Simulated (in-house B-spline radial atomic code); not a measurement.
# Pr¹⁰⁺: ionisation energy by several methods

How far do functionals differ on the ionisation energy of Pr¹⁰⁺? Each run solves Pr¹⁰⁺ and then the next ion ([Kr] 4d10 5s2).

The numbers are computed with in-house B-spline radial atomic code version 1 (Dirac-Coulomb, several functionals; spherical all-electron atom at the radial basis limit), except any that are marked as measured or tabulated.

### Step 1. Starting point

```
element       : praseodymium (Z = 59)
charge        : +10
electrons     : 49
configuration : [Kr] 4d10 5s2 5p1
nucleus       : Fermi, rms radius 4.892 fm
```

Outer shells as boxes (Hund's rule):

[Kr] 4d10 5s2 5p1
```
[Kr] core
4d [↑↓][↑↓][↑↓][↑↓][↑↓]
5s [↑↓]
5p [↑ ][  ][  ]
```

The boxes only draw the filling; these runs are spin-restricted and spherical.

### Step 2. OLYP

Settings of the run:

```ini
Z = 59
electrons = 49.0
configuration = [Kr] 4d10 5s2 5p1
hamiltonian = dirac
method = optx,lyp
spin_polarised = False
nucleus = fermi
rms_radius = 4.8919
mass_number = 141
atomic_mass = 140.907659604
speed_of_light = 137.035999084
```

### Step 3. LDA (VWN5)

The settings differ from step 2 so:

```diff
@@ -4,3 +4,3 @@
 hamiltonian = dirac
-method = optx,lyp
+method = lda,vwn
 spin_polarised = False
```

### Step 4. AM05

The settings differ from step 3 so:

```diff
@@ -4,3 +4,3 @@
 hamiltonian = dirac
-method = lda,vwn
+method = am05
 spin_polarised = False
```

### Step 5. RPBE

The settings differ from step 4 so:

```diff
@@ -4,3 +4,3 @@
 hamiltonian = dirac
-method = am05
+method = rpbe,pbe
 spin_polarised = False
```

### Step 6. BLYP

The settings differ from step 5 so:

```diff
@@ -4,3 +4,3 @@
 hamiltonian = dirac
-method = rpbe,pbe
+method = b88,lyp
 spin_polarised = False
```

### Step 7. PBEsol

The settings differ from step 6 so:

```diff
@@ -4,3 +4,3 @@
 hamiltonian = dirac
-method = b88,lyp
+method = pbesol
 spin_polarised = False
```

Before running: The tabulated ionisation energy is 162 ± 2.4 eV (tabulated theoretical; NIST Atomic Spectra Database). What does each method give, and which comes nearest?

The runs gave:

| method | rung | total energy (hartree) | ΔSCF (eV) | with Breit, QED, recoil (eV) | −ε highest (eV) | corrected ΔSCF less tabulated (eV) |
| --- | --- | --- | --- | --- | --- | --- |
| LDA (VWN5) | LDA | -9209.4786 | 160.18 | 160.09 | 150.47 (5p3/2) | -1.91 |
| OLYP | GGA | -9219.6814 | 159.19 | 159.09 | 149.66 (5p3/2) | -2.91 |
| AM05 | GGA | -9209.8186 | 159.57 | 159.47 | 149.95 (5p3/2) | -2.53 |
| RPBE | GGA | -9216.7191 | 159.22 | 159.12 | 149.63 (5p3/2) | -2.88 |
| BLYP | GGA | -9217.1103 | 159.69 | 159.60 | 149.98 (5p3/2) | -2.40 |
| PBEsol | GGA | -9212.8519 | 159.56 | 159.47 | 149.95 (5p3/2) | -2.53 |

Tables give 162 ± 2.4 eV (tabulated theoretical; NIST Atomic Spectra Database) for the ionisation energy. LDA (VWN5) misses by -1.91 eV, the least, and OLYP by -2.91 eV (1.8 %), the most. The table's own uncertainty exceeds the spread between the methods, so their order is not settled. All methods miss on the same side by much the same amount, which points to something that they share. Open shells are averaged (over orientations, and over spins where the run is restricted), while tables refer to the lowest levels. For the semilocal functionals minus the highest level recovers only 94 % of their own ΔSCF value, a mark of self-interaction.
